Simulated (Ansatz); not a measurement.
## Scaling over cards: LDA, a 2×2×2 supercell of ScV2Ga4 (I4/mmm), atoms displaced at random by about 0.04 Å along each cell vector

The runs below are of Ansatz 0.2.0 on a node with four NVIDIA GB300 Max-Q cards and 144 Grace (Neoverse V2) cores, one at a time and with no other job on the machine; times are wall-clock times from launch to exit. Times and memory are rounded to two significant figures, and ratios are formed from the unrounded values. A row is a single run, so small differences between rows aren't established. System services beside the runs took up to 5 cores (rounded up). Runs with a thread on every core shared the cores with them. Precision is the program's default, which can work at lower precision in parts of a run. Card memory is the largest of readings taken every 0.4 s, so short peaks can be missed, and it isn't given for runs under about 3 s. It shows what a run took, which needn't be the least that it can run in: the program holds more work at once where threads and free memory allow.

Commands are shown without the flags for output files and display.

The PAW files were made with PBE. For this functional the program regenerates the frozen cores at set-up.

| Quantity | Value |
| --- | --- |
| atoms | 56 |
| valence electrons | 712 |
| cell volume | 858 Å³ |
| cutoff (chosen by the program) | 420 eV |
| k mesh | 4×4×4 |
| k points solved | 36 |
| symmetry operations used (translations within a supercell counted) | 1 |
| plane waves at Γ | 16805 |
| dense FFT grid | 72×72×72 |
| bands at the start | 412 |
| spin | none |
| first density | atoms corrected by the program's trained network |

The input file:

```yaml
crystal:
  lattice:
    - [-6.454332, 6.454332, 5.148832]
    - [6.454332, -6.454332, 5.148832]
    - [6.454332, 6.454332, -5.148832]
  atoms:
    - { symbol: Sc, position: [0.005720, 0.001413, 0.002629] }
    - { symbol: V, position: [0.378343, 0.121798, 0.244031] }
    - { symbol: V, position: [0.120710, 0.376300, 0.254033] }
    # ... 52 more atoms, left out here ...
    - { symbol: Ga, position: [0.845659, 0.645474, 0.499435] }
kpoints:
  mp_grid: { grid: [4, 4, 4] }
hamiltonian:
  xc: lda
scf:
  occupations: { method: fermi_dirac, width: 0.1 }
output: { forces: true, stress: true }
```

Commands:

```bash
ansatz run input.yaml --backend cuda --devices 1
ansatz run input.yaml --backend cuda --devices 2
ansatz run input.yaml --backend cuda --devices 4
```

| cards | wall time | speed-up | efficiency | SCF clock | outside it | speed-up on the SCF clock | CPU time | SCF iterations | fullest card (GiB) | threads | the cards share |
| --- | --- | --- | --- | --- | --- | --- | --- | --- | --- | --- | --- |
| 1 | 8.0 s | 1.0 | 100 % | 6.5 s | 1.5 s | 1.0 | 2.8 min | 8 | 77 | 72 |  |
| 4 | 6.5 s | 1.2 | 31 % | 2.3 s | 4.2 s | 2.9 | 66 s | 8 | 21 | 4×36 | k points |

The SCF clock is the program's own. It runs from the start of the first SCF loop to the final result and holds forces, stress, later SCFs and response steps. Outside it lie start-up, exit and the set-up ahead of the first loop, which depends on the cell and the method.

Threads written as a×b are a pools of b host workers, as the log lists them; the log's own count of threads can differ.

Speed-up and efficiency count from the run on 1 card. What limits the scaling wasn't traced. The host workers change with the cards, so the speed-up needn't be that of the cards alone.

The time outside the SCF clock grows with the cards, from 1.5 s on 1 card to 4.2 s on 4 cards, while the SCF clock goes from 6.5 s to 2.3 s.

**Question.** What is the wall time on 2 cards?

**Answer.** It took 5.8 s, a speed-up of 1.4 and an efficiency of 69 %, with 98 s of CPU time. Of the wall time 3.7 s is on the SCF clock and 2.1 s outside. The cards share k points, with 2 pools of 72 host workers by the log's list (its own count of threads can differ). The time outside the SCF clock takes 36 % of this run and doesn't shrink with the cards; on the SCF clock alone the speed-up is 1.8. A larger job can scale differently.
